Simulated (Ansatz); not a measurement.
# SnPt3 and its elements: formation energy from the elements in Python

Aim: a formation energy from the elements, for SnPt3 and its elements, run from a script.

Computed with Ansatz 0.2.0 through its Python package. Level of theory: DFT LDA, plane waves, PAW.

## Step 1: Starting point

SnPt3 Pm-3m: It takes space group Pm-3m (No. 221, cubic). Conventional cell: a = 4.000 Å, b = 4.000 Å, c = 4.000 Å, α = 90.00°, β = 90.00°, γ = 90.00°. Around Sn (site symmetry m-3m) lie 12 Pt at 2.83 Å. Pt (site symmetry 4/mmm) has 4 Sn at 2.83 Å and 8 Pt at 2.83 Å as nearest neighbours.

Sn Fd-3m: Symmetry: Fd-3m, No. 227, cubic system. Conventional cell: a = 6.467 Å, b = 6.467 Å, c = 6.467 Å, α = 90.00°, β = 90.00°, γ = 90.00°. Sn (site symmetry -43m) is surrounded by 4 Sn at 2.80 Å.

Pt Fm-3m: It takes space group Fm-3m (No. 225, cubic). The conventional cell has a = 3.922 Å, b = 3.922 Å, c = 3.922 Å, α = 90.00°, β = 90.00°, γ = 90.00°. Pt (site symmetry m-3m) has 12 Pt at 2.77 Å as nearest neighbours.

No structure file is read: the coordinates are typed or built in the script.

## Step 2: The code

Contents of formation_snpt3.py:

```python
"""Is SnPt3 bound against its elements, after relaxing atoms and volume at fixed cell shape."""

from collections import Counter
import csv
import warnings

import ansatz as az
import numpy as np

PHASES = {
    "SnPt3": (
        [[4.0, 0.0, 0.0], [0.0, 4.0, 0.0], [0.0, 0.0, 4.0]],
        [
            ("Sn", [0.0, 0.0, 0.0]),
            ("Pt", [0.0, 0.5, 0.5]),
            ("Pt", [0.5, 0.0, 0.5]),
            ("Pt", [0.5, 0.5, 0.0]),
        ],
    ),
    "Sn": (
        [[0.0, 3.233343, 3.233343], [3.233343, 0.0, 3.233343], [3.233343, 3.233343, 0.0]],
        [
            ("Sn", [0.0, 0.0, 0.0]),
            ("Sn", [0.25, 0.25, 0.25]),
        ],
    ),
    "Pt": (
        [[0.0, 1.9609, 1.9609], [1.9609, 0.0, 1.9609], [1.9609, 1.9609, 0.0]],
        [
            ("Pt", [0.0, 0.0, 0.0]),
        ],
    ),
}


def build(vectors, sites):
    crystal = az.Crystal(lattice=az.Lattice.of(vectors))
    for symbol, position in sites:
        crystal = crystal.atom(symbol, position)
    return crystal


def compute(name, crystal):
    calc = (
        crystal.calculation()
        .functional(az.Functional.LDA)
        .basis(520)
        .kpoints(spacing=0.14)
        .occupations("fermi_dirac", width=0.05)
        .stress()
    )
    calc = calc.relax(force_tolerance=0.02, max_steps=60, fix_cell=["shape"])
    return calc.run(threads=1, backend="cpu")


def counts(outcome):
    return Counter(site.symbol for site in outcome.lattice.sites)

def formation_energy(outcome, mu):
    n = counts(outcome)
    return (outcome.report["energy_sigma0_ev"] - sum(k * mu[element] for element, k in n.items())) / sum(n.values())


def volume_per_atom(outcome):
    return abs(np.linalg.det(outcome.lattice.cell_ang)) / len(outcome.lattice.sites)

warnings.simplefilter("ignore")

phases = {name: build(*cell) for name, cell in PHASES.items()}

done = {}
for name, crystal in phases.items():
    done[name] = compute(name, crystal)
    print(f"{name}: {done[name].report['energy_sigma0_ev']:.4f} eV, {len(done[name].lattice.sites)} atoms")

# chemical potentials of the elements at zero temperature
references = {"Sn": "Sn", "Pt": "Pt"}
mu = {element: done[name].report["energy_sigma0_ev"] / len(done[name].lattice.sites) for element, name in references.items()}

target = done["SnPt3"]
heat = formation_energy(target, mu)
rows = [(name, len(o.lattice.sites), volume_per_atom(o), formation_energy(o, mu)) for name, o in done.items()]
with open("formation.csv", "w", newline="") as handle:
    writer = csv.writer(handle)
    writer.writerow(["phase", "atoms", "V (A^3/atom)", "E_form (eV/atom)"])
    writer.writerows([round(v, 4) if isinstance(v, float) else v for v in row] for row in rows)
print(open("formation.csv").read())
```

## Step 3: The input behind the calls

The engine receives this input (first run):

```yaml
crystal:
  lattice:
    - [4.0, 0.0, 0.0]
    - [0.0, 4.0, 0.0]
    - [0.0, 0.0, 4.0]
  atoms:
    - { symbol: Sn, position: [0.0, 0.0, 0.0] }
    - { symbol: Pt, position: [0.0, 0.5, 0.5] }
    - { symbol: Pt, position: [0.5, 0.0, 0.5] }
    - { symbol: Pt, position: [0.5, 0.5, 0.0] }
basis:
  ecutwfc: 520.0
kpoints:
  mp_grid:
    kspacing: 0.14
hamiltonian:
  xc: lda
scf:
  occupations:
    method: fermi_dirac
    width: 0.05
relax:
  f_tol: 0.02
  max_steps: 60
  cell:
    fix: [shape]
output:
  stress: true
```

## Step 4: The run

The run is started by

```sh
> python formation_snpt3.py
```

Output:

```text
SnPt3: -42616.0562 eV, 4 atoms
Sn: -11759.0311 eV, 2 atoms
Pt: -12244.9903 eV, 1 atoms
phase,atoms,V (A^3/atom),E_form (eV/atom)
SnPt3,4,15.7585,-0.3924
Sn,2,33.9085,0.0
Pt,1,14.7591,0.0
```

It took 80 s on 1 thread of Arm Neoverse V2, shared host; peak memory 0.56 GiB.

## Step 5: Inputs of later runs

The engine's inputs for the other runs:

Run 2, against run 1:

```diff
@@ -3,3 +3,3 @@
-    - [4.0, 0.0, 0.0]
-    - [0.0, 4.0, 0.0]
-    - [0.0, 0.0, 4.0]
+    - [0.0, 3.233343, 3.233343]
+    - [3.233343, 0.0, 3.233343]
+    - [3.233343, 3.233343, 0.0]
@@ -8,3 +8 @@
-    - { symbol: Pt, position: [0.0, 0.5, 0.5] }
-    - { symbol: Pt, position: [0.5, 0.0, 0.5] }
-    - { symbol: Pt, position: [0.5, 0.5, 0.0] }
+    - { symbol: Sn, position: [0.25, 0.25, 0.25] }
```

Run 3, against run 1:

```diff
@@ -3,3 +3,3 @@
-    - [4.0, 0.0, 0.0]
-    - [0.0, 4.0, 0.0]
-    - [0.0, 0.0, 4.0]
+    - [0.0, 1.9609, 1.9609]
+    - [1.9609, 0.0, 1.9609]
+    - [1.9609, 1.9609, 0.0]
@@ -7,4 +7 @@
-    - { symbol: Sn, position: [0.0, 0.0, 0.0] }
-    - { symbol: Pt, position: [0.0, 0.5, 0.5] }
-    - { symbol: Pt, position: [0.5, 0.0, 0.5] }
-    - { symbol: Pt, position: [0.5, 0.5, 0.0] }
+    - { symbol: Pt, position: [0.0, 0.0, 0.0] }
```

## Step 6: The engine's runs

The 3 runs, in the order started:

| run | system | space group at the end | energy (eV/atom) | from the elements (meV/atom) | final volume (Å³/atom) | pressure (GPa) | SCF cycles in all | CPU time (s) |
| --- | --- | --- | --- | --- | --- | --- | --- | --- |
| 1 | SnPt3 (4 atoms) | Pm-3m | -10654.0140 | -392.4 | 15.76 | 0.01 | 35 | 49 |
| 2 | Sn (2 atoms) | Fd-3m | -5879.5156 | 0.0 | 33.91 | 0.00 | 20 | 19 |
| 3 | Pt (1 atom) | Fm-3m | -12244.9903 | 0.0 | 14.76 | 0.02 | 24 | 12 |

Energies are extrapolated to zero smearing width, as in the script. Totals carry meaning only in balanced differences at one level of theory.

## Step 7: Path of the relaxation of run 1

Relaxation path:

| step | E - E(step 1) (eV/cell) | largest force component (eV/Å) | pressure (GPa) | volume (Å³) |
| --- | --- | --- | --- | --- |
| 1 | 0.0000 | 0.0000 | -3.57 | 64.00 |
| 2 | 0.0521 | 0.0000 | 9.57 | 60.84 |
| 3 | -0.0109 | 0.0000 | -0.28 | 63.11 |
| 4 | -0.0110 | 0.0000 | 0.01 | 63.03 |
| 5 | -0.0109 | 0.0000 | 0.01 | 63.03 |

Step 1 is the start. Step 5 repeats the geometry before it on a plane-wave basis chosen anew for that cell, so its energy need not be comparable with the rows above. Step 2 was tried and not accepted.

|  | before | after | change |
| --- | --- | --- | --- |
| a (Å) | 4.000 | 3.980 | -0.5 % |
| b (Å) | 4.000 | 3.980 | -0.5 % |
| c (Å) | 4.000 | 3.980 | -0.5 % |
| volume (Å³/atom) | 16.00 | 15.76 | -1.5 % |
| shortest distance (Å) | 2.828 | 2.814 | -0.5 % |
| space group (0.01 Å) | Pm-3m | Pm-3m | same |

The run keeps the 48 symmetry operations of the start, so it could not have lowered the symmetry.

## Step 8: The relaxation of run 3, step by step

Relaxation path:

```
step  energy from step 1 (eV/cell)  largest force component (eV/Å)  pressure (GPa)  volume (Å³)
   1                        0.0000                          0.0000           -6.21        15.08
   2                        0.0175                          0.0000           13.72        14.18
   3                       -0.0063                          0.0000           -0.55        14.79
   4                       -0.0064                          0.0000            0.03        14.76
   5                       -0.0063                          0.0000            0.02        14.76
```

Step 1 is the start. Step 5 repeats the geometry before it on a plane-wave basis chosen anew for that cell, so its energy need not be comparable with the rows above. Step 2 was tried and not accepted.

Lengths and angles in the start's conventional setting:

|  | before | after | change |
| --- | --- | --- | --- |
| a (Å) | 3.922 | 3.894 | -0.7 % |
| b (Å) | 3.922 | 3.894 | -0.7 % |
| c (Å) | 3.922 | 3.894 | -0.7 % |
| volume (Å³/atom) | 15.08 | 14.76 | -2.1 % |
| shortest distance (Å) | 2.773 | 2.753 | -0.7 % |
| space group (0.01 Å) | Fm-3m | Fm-3m | same |

Forces and stress were held to the start's 48 operations: a distortion of lower symmetry was not tested.

## Step 9: Outcome

| quantity | value |
| --- | --- |
| runs compared | 3 |
| energy of SnPt3 (run 1) from the elements | -392 meV/atom |

In words: SnPt3 lies 392 meV/atom below its elements, which says nothing yet of competing compounds. In run 1, over 2 moves the cell shrank by 1.5 % in volume, and the space group stayed Pm-3m. In run 3, the volume shrank by 2.1 % over 2 moves, and the space group stayed Fm-3m. Reading the output:
- Atoms and volume are relaxed with the cell's shape held, which in cells of lower than cubic symmetry can hide stresses and shift volumes.
- Spin-orbit coupling, which matters for elements this heavy, is left out.
- The compound is the structure given, not necessarily its lowest; energies are at zero temperature, with no correction for gases. A semilocal functional's error on such energies is often 0.05 to 0.1 eV an atom, and 0.1 to 0.3 eV against gases such as O2 or F2.
